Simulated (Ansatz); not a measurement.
**Y: element swaps in one structure**

An exercise on one series of results from a longer session: the logs are not shown, and one member is left open.

Computed with Ansatz 0.2.0 (DFT r2SCAN, scalar-relativistic, plane waves, PAW, unless a step's input says otherwise).

1 further run of the same task is left out (set aside as unsound or not needed). Runs told in other sessions of the task aren't counted.

### The system as given

Symmetry: P6_3/mmc, No. 194, hexagonal system. Conventional cell: a = 3.682 Å, b = 3.682 Å, c = 5.697 Å, α = 90.00°, β = 90.00°, γ = 120.00°. Y (site symmetry -6m2) is surrounded by 12 Y at 3.55 to 3.68 Å.

As a file:

```xyz
2
Lattice="3.6822 0.0000 0.0000 -1.8411 3.1889 0.0000 0.0000 0.0000 5.6970" Properties=species:S:1:pos:R:3 pbc="T T T"
Y     0.0000    2.1259    1.4242
Y     1.8411    1.0630    4.2727
```

This cell was relaxed beforehand with the same method: volume 33.45 Å³/atom, gap on the mesh none (metal).

The first run:

input.yaml reads:

```yaml
crystal:
  lattice:
    - [3.0083697651, 0.0, 0.0]
    - [-1.5041848825, 2.6053246405, 0.0]
    - [0.0, 0.0, 4.6544199116]
  atoms:
    - { symbol: In, position: [0.3333333333, 0.6666666667, 0.25] }
    - { symbol: In, position: [0.6666666667, 0.3333333333, 0.75] }
basis:
  ecutwfc: 500
kpoints:
  mp_grid: { grid: [6, 6, 4] }
hamiltonian:
  xc: r2scan
scf:
  occupations: { method: gaussian, width: 0.1 }
output:
  forces: true
  stress: true
  eigenvalues: true
```

The run is started by

```sh
$ ansatz run input.yaml --threads 1 --pin off --max-ram 2560MiB --backend cpu --events-out ev --progress --plain --runs-dir out
```

Among the steps run: Quick check of gap, pressure and forces (In); Coarse relaxation (In); Relaxing cell and atoms (In); Probe: one point at the start (Zr); Rough relaxation on the coarse mesh (Zr); Relaxing cell and atoms (Zr).

One of the session's tables, all rows but one given; the rest of the session is left out.

Lengths are those of the vectors of the cell that was run:

```
  swap  volume (Å³/atom)  a (Å)  b (Å)  c (Å)
  none             33.45  3.682  3.682  5.697
Y → Ga             17.97  2.946  2.946  4.781
Y → Sb                 ?      ?      ?      ?
Y → In             26.50  3.360  3.360  5.421
Y → Zr             23.51  3.245  3.245  5.157
```

Q: Estimate the row for Y → Sb from the others.

As computed: volume (Å³/atom): 27.10; a (Å): 3.358; b (Å): 3.358; c (Å): 5.548. In the column «volume (Å³/atom)» it lies between Y → In (26.50) and none (33.45).

Lengths are those of the computed cell. Rows of earlier swaps come from the sessions before.
